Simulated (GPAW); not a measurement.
Al2O3:

```
Al O
1.0
     2.38025    1.37424    4.33187
    -2.38025    1.37424    4.33187
     0.00000   -2.74848    4.33187
Al O
4 6
Cartesian
  0.0000 0.0000 4.5765
  0.0000 0.0000 1.9213
  0.0000 0.0000 8.4191
  0.0000 0.0000 11.0743
  -0.9203 1.3742 7.5808
  -0.7300 -1.4841 7.5808
  1.6503 0.1099 7.5808
  0.9203 -1.3742 5.4148
  0.7300 1.4841 5.4148
  -1.6503 -0.1099 5.4148
```

Base run:

| Item | Value |
| --- | --- |
| Program | GPAW 26.7.0 |
| Functional | LDA |
| Potentials or basis | the program's PAW data sets (release 1.2.1) made for this functional |
| Cutoff | 800 eV |
| Basis | pw |
| k mesh | 4 × 4 × 4 |
| Occupations | fermi-dirac, width 0.05 eV |
| Spin | no spin polarisation |

Its results: band gap on the k mesh 6.17 eV, direct.

Task: The run is repeated on the same cell with these changes: functional from LDA to GLLB-SC. What comes out?

Result: Band gap on the k mesh, kohn-sham part alone 7.21 eV, direct.

Caveats: a model potential gives levels but no total energy (some runs).

Not every run made on this cell is shown here.
